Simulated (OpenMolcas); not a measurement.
# Yb³⁺ among point charges: CASSCF levels and susceptibility

Aim: the splitting of the states of Yb³⁺ in the field of 6 point charges, its lowest levels with spin-orbit coupling and its magnetic susceptibility.

Method: state-averaged CASSCF, spin-orbit coupling by RASSI with atomic mean-field integrals. Code: OpenMolcas 26.06.

## 1. The atom as given

| Property | Result |
| --- | --- |
| Species | Yb³⁺ (ytterbium, Z = 70, 67 electrons) |
| Basis | ANO-RCC-VDZP [7s6p4d2f1g], 68 functions |
| Scalar Hamiltonian | DKH2, point nucleus |
| Inactive shells | 1s 2s 2p 3s 3p 3d 4s 4p 4d 5s 5p |
| Active space | 13 electrons in 7 orbitals (4f) |
| Some configurations of this space | 4f13 |
| Orbitals | optimised for the highest spin of each parity, averaged over all roots |

Outer shells as boxes (Hund's rule):

4f13
```
4f [↑↓][↑↓][↑↓][↑↓][↑↓][↑↓][↑ ]
```

The ion sits among 6 point charges of -1.5 e arranged as a trigonal prism (D3h), 2.27 Å from the ion, with a polar angle of 58.4° against the regular 49.1°.

The work runs as a chain of OpenMolcas steps in one folder; each step below is one input file. Labels, J, g values, rates, χT and fits are worked out afterwards by a script from the matrices that RASSI stores.

## 2. GATEWAY and SEWARD: basis and integrals

a.inp

```
&GATEWAY
Coord
1

Yb 0.0 0.0 0.0
Basis=ANO-RCC-VDZP
Group=NoSym
NoMove
AngMom=0.0 0.0 0.0
AMFI
XField
6 Angstrom 0
1.934022 0.000000 1.188469 -1.500000
-0.967011 1.674912 1.188469 -1.500000
-0.967011 -1.674912 1.188469 -1.500000
1.934022 0.000000 -1.188469 -1.500000
-0.967011 1.674912 -1.188469 -1.500000
-0.967011 -1.674912 -1.188469 -1.500000
&SEWARD
```

## 3. Reference wave functions, doublets, 7 roots

a.inp

```
&RASSCF
FileOrb=start.orb
Symmetry=1
Spin=2
nActEl=13 0 0
Inactive=27
Ras2=7
CIRoot=7 7 1
SDav=7
CIMx=300
Iter=120 100
PrWF=0.3
OrbListing=Nothing
MaxOrb=0
>>> COPY $Project.JobIph JOB001
```

start.orb holds the contracted functions of the basis, ordered by shell, or the orbitals of the step before.

## 4. State interaction with spin-orbit coupling

a.inp

```
&RASSI
NrOfJobIphs=1 7
1 2 3 4 5 6 7
IphNames
JOB001
EJob
SpinOrbit
DIPRint=1.0
SOCoupling=1000.0
Subsets=2
Property=9
'ANGMOM' 1 'ANGMOM' 2 'ANGMOM' 3 'MLTPL  1' 1 'MLTPL  1' 2 'MLTPL  1' 3
'AMFI' 1 'AMFI' 2 'AMFI' 3
SOProperty=3
'ANGMOM' 1 'ANGMOM' 2 'ANGMOM' 3
```

**Question.** What will these runs give? Wanted: spin-free ground state; first state of the same spin within the active space; lowest level; next level.

The runs gave:

```
                                            quantity                              value
                                              method                             CASSCF
                              spin-free ground state    2A1, 1-fold in its orbital part
first state of the same spin within the active space                   2A2 at 20.6 cm⁻¹
                                        lowest level  2-fold E1/2, g = 0.15, 0.15, 7.99
                                          next level                         162.1 cm⁻¹
                                         χT at 300 K                     2.49 cm³ K/mol
                           effective moment at 300 K                            4.46 μB
```

**Reading.** The spin-free ground state (2A1) comes to 100 % from free-ion F terms and keeps the highest spin of the shell. Point charges carry no covalency, so the field is a model and not that of real ligands.
